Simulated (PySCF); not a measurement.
# CdB+: bond curves at several levels of theory

Aim: find the lowest electronic state of CdB+, scan its bond at several levels of theory, and get bond length, wavenumber and dissociation energy from each curve.

Computed with PySCF 2.14.0. Level: Cd cc-pVDZ-PP with ECP28, B cc-pVDZ, scalar-relativistic core potentials.

**1. The job**

The job is set up so:

```json
{"atoms": "Cd, B", "charge": "1", "basis": "Cd cc-pVDZ-PP with ECP28, B cc-pVDZ", "Hamiltonian": "scalar-relativistic core potentials", "basis functions": "52", "electrons treated": "24", "masses in u": "113.9034, 11.0093", "levels": "PBE0, PBE, r²SCAN, r²SCAN0, M06-L, TPSSh, LC-ωPBE, HF, MP2, SCS-MP2, CCSD, CCSD(T)", "grid": "80 radial by 434 angular points", "occupations": "held fixed by the projection of orbital angular momentum", "dissociation limit": "Cd + B+, each in its ground configuration", "starting distance in angstrom": "2.315", "values of 2S to try": "0, 2"}
```

Command:

```console
$ OMP_NUM_THREADS=1 python dia.py task.json out
```

Further steps of the session: PBE0 along the bond; Excited determinants; PBE (GGA); r²SCAN (meta-GGA); r²SCAN0; M06-L (meta-GGA); TPSSh (hybrid meta-GGA); LC-ωPBE; RHF (mean field); Correlated methods on the Hartree–Fock reference.

**Question.** What will these runs give? Wanted: for each run, Re; ωe; De; μ.

As calculated:

Lowest PBE0 solution found, without spin–orbit coupling: ¹Σ⁺ (singlet), closed shell. State 3 has its PBE0 minimum 1.59 eV higher, as a spin-mixed determinant (⟨S²⟩ = 1.03), so this is no gap between pure states. The other levels ran on the lowest alone.

```
      level  Re (Å)  ωe (cm⁻¹)  De (eV)  μ (D)
        RHF   2.641      273.5     1.32   2.14
    RHF-MP2   2.525      286.0     1.45    n/a
RHF-SCS-MP2   2.550      281.7     1.43    n/a
   RHF-CCSD   2.552      289.2     1.39    n/a
RHF-CCSD(T)   2.538      291.7     1.48    n/a
        PBE   2.506      285.0     2.14   2.82
     r²SCAN   2.489      295.3     2.07   2.57
      M06-L   2.514      284.4     2.06   2.69
      TPSSh   2.515      296.4     2.11   2.40
       PBE0   2.512      297.4     2.00   2.48
    r²SCAN0   2.505      299.8     1.92   2.38
    LC-ωPBE   2.464        328     1.87   1.52
```

De is counted to Cd + B+ in their ground configurations. A positive dipole points from Cd to B; in an ion it is taken about the centre of mass and does not tell which atom is negative.

Differences from CCSD(T) in the same basis:

```
      level  Re (mÅ)  ωe (%)
        RHF     +103    -6.3
    RHF-MP2      -14    -2.0
RHF-SCS-MP2      +11    -3.4
   RHF-CCSD      +14    -0.9
        PBE      -33    -2.3
     r²SCAN      -49    +1.2
      M06-L      -25    -2.5
      TPSSh      -24    +1.6
       PBE0      -27    +1.9
    r²SCAN0      -34    +2.8
    LC-ωPBE      -75   +12.3
```

**Reading.** Judged by CCSD(T) in the same basis: best bond length RHF-SCS-MP2 (+11 mÅ), worst RHF (+103 mÅ); best wavenumber RHF-CCSD (-0.9 %), worst LC-ωPBE (+12.3 %). CCSD(T) in a basis this small is itself some way from its limit, more so than the functionals. Among the levels with a De in the table, it runs from 1.32 eV (RHF) to 2.14 eV (PBE).

Correlated steps freeze 1 core orbital. Spin–orbit coupling is left out.
